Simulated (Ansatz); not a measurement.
# Cu (P6_3/mmc): scan of the energy under strain from a Python script

What does a strain cost in Cu (P6_3/mmc)? Wanted for Cu (P6_3/mmc): a scan of the energy under strain.

This is Cu in the hcp structure; at room conditions it is fcc.

Computed with the Python package of Ansatz 0.2.0. Level of theory: DFT PBEsol, plane waves, PAW.

### Step 1. The structure

The structure is hexagonal, space group P6_3/mmc (No. 194). The conventional cell has a = 2.534 Å, b = 2.534 Å, c = 4.113 Å, α = 90.00°, β = 90.00°, γ = 120.00°. Cu (site symmetry -6m2) is surrounded by 12 Cu at 2.52 to 2.53 Å.

The script holds or builds the structure itself.

### Step 2. The code

run_strain.py

```python
from dataclasses import dataclass

import ansatz as az
import numpy as np
from tabulate import tabulate


@dataclass(frozen=True)
class RunConfig:
    xc: str = 'PBEsol'
    ecut: int = 510
    occupations: str = 'fermi_dirac'
    sigma: float = 0.1
    kmesh: tuple[int, ...] = (16, 16, 9)


settings = RunConfig()

VECTORS = np.array([
    [2.5341, 0.0, 0.0],
    [-1.26705, 2.19459, 0.0],
    [0.0, 0.0, 4.11257],
])
SITES = [
    ('Cu', (1 / 3, 2 / 3, 0.25)),
    ('Cu', (2 / 3, 1 / 3, 0.75)),
]


def make_crystal(cell):
    crystal = az.Crystal(lattice=az.Lattice.of(cell))
    for symbol, position in SITES:
        crystal = crystal.atom(symbol, position)
    return crystal

values = np.linspace(-0.05, 0.05, 5)
energies = []
for d in values:
    strain = np.diag([d, d, (1 + d) ** -2 - 1])
    cell = VECTORS @ (np.eye(3) + strain)
    base = (
        make_crystal(cell).calculation()
        .functional(settings.xc)
        .basis(settings.ecut)
        .occupations(settings.occupations, width=settings.sigma)
        .kpoints(*settings.kmesh)
    )
    summary = base.run(threads=1, backend='cpu').report
    energies.append(summary['free_energy_ev'] / len(SITES))
    print(f'd = {d:+.4f}  F = {energies[-1]:.5f} eV/atom')
energies = np.array(energies)

print(tabulate(zip(values, 1000 * (energies - energies.min())), headers=['strain', 'dE (meV/atom)'], floatfmt='.3f'))
curvature = 2 * np.polyfit(values, energies, 3)[1]
volume = abs(np.linalg.det(VECTORS)) / len(SITES)
print(f'd2E/dd2 over the volume: {curvature / volume * 160.21766:.1f} GPa')
```

### Step 3. The input behind the calls

The engine receives this input (first run):

```yaml
crystal:
  lattice:
    - [2.4073949999999997, 0.0, 0.0]
    - [-1.2036974999999999, 2.0848604999999996, 0.0]
    - [0.0, 0.0, 4.556864265927978]
  atoms:
    - { symbol: Cu, position: [0.3333333333333333, 0.6666666666666666, 0.25] }
    - { symbol: Cu, position: [0.6666666666666666, 0.3333333333333333, 0.75] }
basis:
  ecutwfc: 510.0
kpoints:
  mp_grid:
    grid: [16, 16, 9]
hamiltonian:
  xc: pbesol
scf:
  occupations:
    method: fermi_dirac
    width: 0.1
```

### Step 4. Running it

Started as:

```bash
$ python run_strain.py
```

What it wrote:

```text
DeckWarning: crystal.lattice, of which some number shows no typed digit to judge by, misses the space group found at crystal.symmetry.tolerance 1.0e-5 by more than rounding, which is why this is a warning: the operation that it misses by the most changes a squared length by the fraction 3.93e-6, and from 1e-6 on that is taken for a strain and not for rounding. The run uses the lattice that is a [...]
d = -0.0500  F = -6588.67456 eV/atom
DeckWarning: crystal.lattice misses the space group found at crystal.symmetry.tolerance 1.0e-5 in a digit that the deck types, which is why this is a warning: making the lattice exact moves one of its numbers by a whole unit of that number's last typed decimal, or more. The operation that it misses by the most changes a squared length by the fraction 3.93e-6. The run uses the lattice that is a [...]
d = -0.0250  F = -6588.74996 eV/atom
d = +0.0000  F = -6588.77050 eV/atom
d = +0.0250  F = -6588.74201 eV/atom
d = +0.0500  F = -6588.67519 eV/atom
  strain    dE (meV/atom)
--------  ---------------
  -0.050           95.936
  -0.025           20.535
   0.000            0.000
   0.025           28.490
   0.050           95.308
d2E/dd2 over the volume: 1067.9 GPa
```

(Warnings from the package without file and line, shortened, repeats left out.)

It took 22 s on 1 thread of Arm Neoverse V1, shared host; peak memory 0.42 GiB.

### Step 5. Inputs of later runs

The engine's inputs for some of the other runs:

Run 2, against run 1:

```diff
@@ -3,3 +3,3 @@
-    - [2.4073949999999997, 0.0, 0.0]
-    - [-1.2036974999999999, 2.0848604999999996, 0.0]
-    - [0.0, 0.0, 4.556864265927978]
+    - [2.4707475, 0.0, 0.0]
+    - [-1.23537375, 2.1397252499999997, 0.0]
+    - [0.0, 0.0, 4.326174884944115]
```

Run 3, against run 1:

```diff
@@ -3,3 +3,3 @@
-    - [2.4073949999999997, 0.0, 0.0]
-    - [-1.2036974999999999, 2.0848604999999996, 0.0]
-    - [0.0, 0.0, 4.556864265927978]
+    - [2.5341, 0.0, 0.0]
+    - [-1.26705, 2.19459, 0.0]
+    - [0.0, 0.0, 4.11257]
```

Run 5, against run 1:

```diff
@@ -3,3 +3,3 @@
-    - [2.4073949999999997, 0.0, 0.0]
-    - [-1.2036974999999999, 2.0848604999999996, 0.0]
-    - [0.0, 0.0, 4.556864265927978]
+    - [2.6608050000000003, 0.0, 0.0]
+    - [-1.3304025000000002, 2.3043195, 0.0]
+    - [0.0, 0.0, 3.730222222222222]
```

### Step 6. The runs side by side

From the records of these 5 runs:

```tsv
run	strain	energy from run 3 (meV/atom)	SCF cycles	CPU time (s)
1	-0.050	95.94	6	4.1
2	-0.025	20.54	6	3.7
3	0.000	0.00	6	4.3
4	0.025	28.49	6	4.4
5	0.050	95.31	6	4.2
```

Energies are free energies F = E - TS of the smeared occupations. 

### Step 7. Outcome

```
                  quantity           value
curvature under the strain      1067.9 GPa
             runs compared               5
           range of energy  95.94 meV/atom
      lowest point, strain           0.000
```

What this shows: Against the unstrained cell the energy per atom changes by +95.94 meV at one end of the scan and +95.31 meV at the other, and its second derivative over the volume is 1067.9 GPa. Reading the output:
- No spin polarisation was allowed.
- The curvature belongs to this strain pattern and to the cell's stress; it equals a single elastic constant only for simple patterns.
- In a metal a curvature from energy changes of a few meV or less hangs on mesh and smearing, in size and even in sign.
- This isn't the structure that Cu takes at ambient conditions.
- The ions keep their fractional positions (clamped ions). Whether this is the phase that is stable at ambient conditions was not tested.
